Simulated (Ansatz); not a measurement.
# C2H8BNO: up Jacob's ladder to CCSD(T)

The task here is to estimate one member of a computed series from the others.

Computed with Ansatz 0.2.0, Gaussian basis. Level: functionals in def2-TZVPP, the program's frozen cores in correlated methods.

Levels to be run: PBE-D4, r2SCAN-D4, PBE0-D4, B3LYP-D4, ωB97X-V, ωB97M-V, B2PLYP; CCSD(T)/def2-TZVPP; MP2/def2-QZVPP; extrapolation to the limit.

## The geometry

The geometry comes from an earlier relaxation with PBE0-D4 in a triple-zeta def2 set; it is a stationary point, not always the lowest conformer.

SMILES `CNB(C)O`, 13 atoms, charge 0, spin multiplicity 1.

Atoms are counted from 1 here; the program's logs count them from 0.

Bond lengths: C1–N2 1.439 Å, C1–H6 1.095 Å, C1–H7 1.092 Å, C1–H8 1.095 Å, N2–B3 1.411 Å, N2–H9 1.006 Å, B3–C4 1.574 Å, B3–O5 1.377 Å, C4–H10 1.094 Å, C4–H11 1.094 Å, C4–H12 1.093 Å, O5–H13 0.959 Å. Angles: N2–C1–H6 112.1°, N2–C1–H7 110.7°, N2–C1–H8 112.1°, H6–C1–H7 106.8°, H6–C1–H8 108.1°, H7–C1–H8 106.8°, C1–N2–B3 128.9°, C1–N2–H9 114.0°, B3–N2–H9 117.1°, N2–B3–C4 120.7°, N2–B3–O5 122.5°, C4–B3–O5 116.8°, B3–C4–H10 110.4°, B3–C4–H11 110.4°, B3–C4–H12 113.7°, H10–C4–H11 106.2°, H10–C4–H12 107.9°, H11–C4–H12 107.8° and more.

As a file:

```xyz
13
C2H8BNO
C    -1.05407    1.23398    1.08804
N    -0.72564    0.20755    0.13373
B     0.54332   -0.29287   -0.22893
C     0.67885   -1.43283   -1.30571
O     1.71103    0.17719    0.32829
H    -1.68303    0.85534    1.90075
H    -0.14953    1.63568    1.55007
H    -1.57295    2.07861    0.62251
H    -1.52490   -0.19529   -0.32506
H     1.31943   -1.10575   -2.13000
H     1.16493   -2.31140   -0.87090
H    -0.27587   -1.75354   -1.72905
H     1.58895    0.86863    0.98118
```

The first run:

The input, in.yaml:

```yaml
crystal:
  periodic: [false, false, false]
  atoms:
    - {symbol: C, position_ang: [-1.054070, 1.233979, 1.088045]}
    - {symbol: N, position_ang: [-0.725641, 0.207549, 0.133730]}
    - {symbol: B, position_ang: [0.543320, -0.292869, -0.228933]}
    - {symbol: C, position_ang: [0.678848, -1.432831, -1.305709]}
    - {symbol: O, position_ang: [1.711025, 0.177185, 0.328288]}
    - {symbol: H, position_ang: [-1.683029, 0.855344, 1.900749]}
    - {symbol: H, position_ang: [-0.149534, 1.635682, 1.550069]}
    - {symbol: H, position_ang: [-1.572952, 2.078610, 0.622510]}
    - {symbol: H, position_ang: [-1.524904, -0.195294, -0.325065]}
    - {symbol: H, position_ang: [1.319435, -1.105750, -2.130003]}
    - {symbol: H, position_ang: [1.164930, -2.311401, -0.870904]}
    - {symbol: H, position_ang: [-0.275875, -1.753536, -1.729051]}
    - {symbol: H, position_ang: [1.588945, 0.868633, 0.981176]}
basis:
  gaussian: {orbitals: def2-TZVPP}
hamiltonian: {xc: pbe, dispersion: d4}
output: {forces: true, orbitals: {seedname: orbitals}}
```

Started as:

```bash
$ ansatz run in.yaml --threads 4 --pin off --events-out ev --progress --plain --max-ram 10444MiB
```

Steps of the session up to this table: PBE-D4 (GGA); r2SCAN-D4 (meta-GGA); PBE0-D4 (hybrid); B3LYP-D4 (hybrid); ωB97X-V (range-separated); ωB97M-V (range-separated); B2PLYP (double hybrid); CCSD(T) in def2-TZVPP; MP2 in def2-QZVPP.

One of the session's tables, all rows but one given; the rest of the session is left out.

| method | atoms, summed (eV) | atomisation energy (eV) |
| --- | --- | --- |
| PBE-D4 | -6360.410 | 54.763 |
| r2SCAN-D4 | -6365.876 | 53.766 |
| PBE0-D4 | -6362.015 | 53.859 |
| B3LYP-D4 | -6370.195 | 53.844 |
| ωB97X-V | -6367.617 | 53.728 |
| ωB97M-V | -6366.514 | 53.900 |
| B2PLYP | -6364.733 | 53.271 |
| HF/def2-TZVPP | -6343.903 | 39.649 |
| MP2/def2-TZVPP | -6355.121 | 53.083 |
| CCSD/def2-TZVPP | -6357.686 | 51.615 |
| CCSD(T)/def2-TZVPP | ? | ? |
| MP2/CBS | -6357.188 | 54.374 |
| CCSD(T)/CBS | -6360.038 | 53.589 |

Q: Estimate the row for CCSD(T)/def2-TZVPP from the others.

As computed: atoms, summed (eV): -6357.971; atomisation energy (eV): 52.298. In the column «atoms, summed (eV)» it lies between CCSD(T)/CBS (-6360.038) and CCSD/def2-TZVPP (-6357.686).

To keep in mind: Free atoms (2 C, 1 N, 1 B, 1 O, 8 H) were run apart at each level; the atomisation energy is their sum less the molecule, without zero-point or spin-orbit terms.
